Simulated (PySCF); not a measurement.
**C4H3BNO4−: electronic excitations**

Wanted: the electronic excitations of C4H3BNO4− (`C[B-]1(C#N)OC(=O)C(=O)O1`), by calculation.

The runs use PySCF 2.14.0, with density-fitted response routines of our own; the level of theory stands in each step. All values are computed, except where a source is named. Atoms count from 0, in the outputs and in this text.

### Step 1. Starting geometry

13 atoms, charge -1, multiplicity 1; geometry from: GFN2-xTB.

Bonds of the start (Å): C0–B1 1.63, B1–C2 1.57, C2–N3 1.15, B1–O4 1.52, O4–C5 1.30, C5–O6 1.21, C5–C7 1.54, C7–O8 1.21, C7–O9 1.30, O9–B1 1.52, C0–H10 1.09, C0–H11 1.09, C0–H12 1.09.

### Step 2. TDDFT and polarisability: wB97X-D/def2-SVPD

Job settings and geometry (Å):

```
{"job": {"kind": "uv", "xc": "wB97X-D", "basis": "def2-SVPD", "nstates": 8, "ntriplets": 3}, "charge": -1, "multiplicity": 1}
C     -1.520014    -0.770347     0.512130
B     -0.397486     0.291361    -0.016309
C     -1.041299     1.688837    -0.321814
N     -1.551631     2.696551    -0.534508
O      0.734844     0.447260     0.982902
C      1.861137     0.063366     0.455385
O      2.936075     0.053411     1.017465
C      1.593197    -0.377718    -0.998811
O      2.420484    -0.796035    -1.781113
O      0.324257    -0.228189    -1.247042
H     -1.073922    -1.740369     0.721811
H     -2.299084    -0.914137    -0.233271
H     -1.990947    -0.413503     1.425446
```

Level: TDDFT wB97X-D/def2-SVPD, vertical, gas phase, core orbitals frozen in the response.

On the command line:

```
> OMP_NUM_THREADS=1 python probes_run.py task.json out
```

This one command runs all jobs of the session in turn.

What will the session give for the following? lowest singlet (wB97X-D/def2-SVPD); brightest single state of those computed; lowest triplet. Wanted: lowest singlet; brightest single state of those computed; lowest triplet.

As calculated:

```
                                quantity                        value
      lowest singlet (wB97X-D/def2-SVPD)  4.48 eV (277 nm), f = 0.000
brightest single state of those computed  state 3, 6.49 eV, f = 0.235
                          lowest triplet                      3.99 eV
```

The first singlet state (HOMO→LUMO 0.96) lies at 4.48 eV and is dark; of the 8 states computed, the strongest absorption comes from state 3 at 6.49 eV. The lowest triplet lies 0.49 eV below the lowest singlet (triplets in Tamm-Dancoff, singlets in full TDDFT).
